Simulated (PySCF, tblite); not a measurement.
**C3H7FSi2+ (doublet): geometry, infrared bands and EPR parameters**

Aim: predict the infrared bands and EPR parameters of C3H7FSi2+ (doublet) (`[CH+]=[C][SiH2][C@H](F)[SiH3]`).

Programs: tblite 0.8.0 and PySCF 2.14.0, with density-fitted response routines of our own. Each step states its level of theory. These are calculated values for one molecule in the gas phase, unless marked as measured. Atoms count from 0, in the outputs and in this text.

## 1. Starting geometry

13 atoms, charge 1, multiplicity 2; geometry from: force field or distance geometry start.

Bonds of the start (Å): C0–C1 1.32, C1–Si2 1.84, Si2–C3 1.88, C3–F4 1.40, C3–Si5 1.86, C0–H6 1.07, Si2–H7 1.48, Si2–H8 1.48, C3–H9 1.09, Si5–H10 1.49, Si5–H11 1.46, Si5–H12 1.47.

## 2. Relaxing the molecule with GFN2-xTB

The job: settings as JSON, then the geometry in Å.

```
{"job": {"kind": "relax", "xc": "GFN2-xTB", "basis": "xTB"}, "charge": 1, "multiplicity": 2}
C      3.206300    -0.046900     0.196700
C      2.109600    -0.388800     0.854000
Si     0.640000    -0.898300    -0.123700
C     -0.393500     0.601500    -0.578000
F      0.129300     1.718000     0.085400
Si    -2.180000     0.412100    -0.100600
H      3.786000     0.142300    -0.685000
H      1.185000    -1.493500    -1.362500
H     -0.132400    -1.913900     0.634200
H     -0.354400     0.786500    -1.654200
H     -2.944500    -0.209200    -1.212600
H     -2.275900    -0.447300     1.075600
H     -2.779700     1.737900     0.130400
```

On the command line:

```
OMP_NUM_THREADS=1 python probes_run.py task.json out
```

The driver reads the jobs from task.json and runs them one after another.

**Question.** This job is followed by: GFN2-xTB harmonic vibrations, gas phase; UKS B3LYP, pcH-1 on C F H Si, non-relativistic, mean-field spin-orbit, GIAO. What will the session give for the following? strongest single infrared mode (GFN2-xTB); zero-point energy (GFN2-xTB); g(iso) (B3LYP); ⟨S²⟩; largest a(iso) (averaged by class).

As calculated:

```
                                 quantity                  value
strongest single infrared mode (GFN2-xTB)  2354 cm⁻¹, 323 km/mol
             zero-point energy (GFN2-xTB)          47.0 kcal/mol
                           g(iso) (B3LYP)                2.00825
                                     ⟨S²⟩     0.756 (exact 0.75)
       largest a(iso) (averaged by class)   19F on F4, 116.3 MHz
```

In words: Over 126 steps the energy fell by 2.205 eV; of the close pairs, Si2–C3 changed most, 1.877 to 2.047 Å. No mode is imaginary among the 33: a minimum at this level. The strongest single mode, at 2354 cm⁻¹, moves mainly H11. GFN2-xTB is a fitted tight-binding method: band positions and strengths are rough. Its intensities can rank the bands wrongly. The largest share of the spin, 0.42 e, sits on C3. The isotropic g lies 5.9 ppt above the free-electron value. These values are for one conformer; the search (at its own cheap level) found 2 more, at 0.07, 0.08 kcal/mol, and measured spectra average over such forms.
